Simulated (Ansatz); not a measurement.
# Tl: the cost of one run

Method: DFT PBEsol, scalar-relativistic, plane waves, PAW, in Ansatz 0.2.0.

5 further runs of the same task are left out: 2 that didn't finish, 3 set aside as unsound or not needed. Runs told in other sessions of the task aren't counted.

### 1 The system as given

Symmetry: Fd-3m, No. 227, cubic system. Conventional cell: a = 5.433 Å, b = 5.433 Å, c = 5.433 Å, α = 90.00°, β = 90.00°, γ = 90.00°. Around Si (site symmetry -43m) lie 4 Si at 2.35 Å.

As a file:

```
Si
1.0
     0.00000    2.71650    2.71650
     2.71650    0.00000    2.71650
     2.71650    2.71650    0.00000
Si
2
Direct
  0.50000 0.50000 0.50000
  0.75000 0.75000 0.75000
```

This cell was relaxed beforehand with the same method: volume 20.05 Å³/atom, gap on the mesh 0.46 eV.

### 2 The film's bulk: Tl

Relaxed beforehand at this level: -11295.6722 eV/atom, gap on the mesh none (metal).

```yaml
crystal:
  lattice:
    - [-1.92536, 1.92536, 1.92536]
    - [1.92536, -1.92536, 1.92536]
    - [1.92536, 1.92536, -1.92536]
  atoms:
    - { symbol: Tl, position: [0.00000, 0.00000, 0.00000] }
```

### 3 Tl strained to the base's plane

The (100) plane of Tl is fitted to the (100) plane of Si, a strain of -0.2 % along x and -0.2 % along y; the third vector and the atoms relax.

The input, input.yaml:

```yaml
crystal:
  lattice:
    - [3.8417168293, 0.0, 0.0]
    - [0.0, 3.8417168293, 0.0]
    - [-1.9208584146, 1.9208584146, 1.9307652854]
  atoms:
    - { symbol: Tl, position: [0.0, 0.0, 0.0] }
basis:
  ecutwfc: 420
kpoints:
  mp_grid: { grid: [9, 9, 18] }
hamiltonian:
  xc: pbesol
scf:
  occupations: { method: gaussian, width: 0.1 }
output:
  forces: true
  stress: true
  eigenvalues: true
relax:
  adjacent_minimum: "off"
  f_tol: 0.01
  max_steps: 50
  cell: { fix: [a, b, gamma], stress_tol: 0.1 }
```

Command:

```sh
ansatz run input.yaml --threads 4 --pin off --max-ram 10240MiB --backend cpu --events-out ev --progress --plain --runs-dir out
```

What time and memory should one allow on 4 threads of Intel Xeon 6975P-C (Granite Rapids), shared host?

About 2.5 s, with a peak of 0.39 GiB.
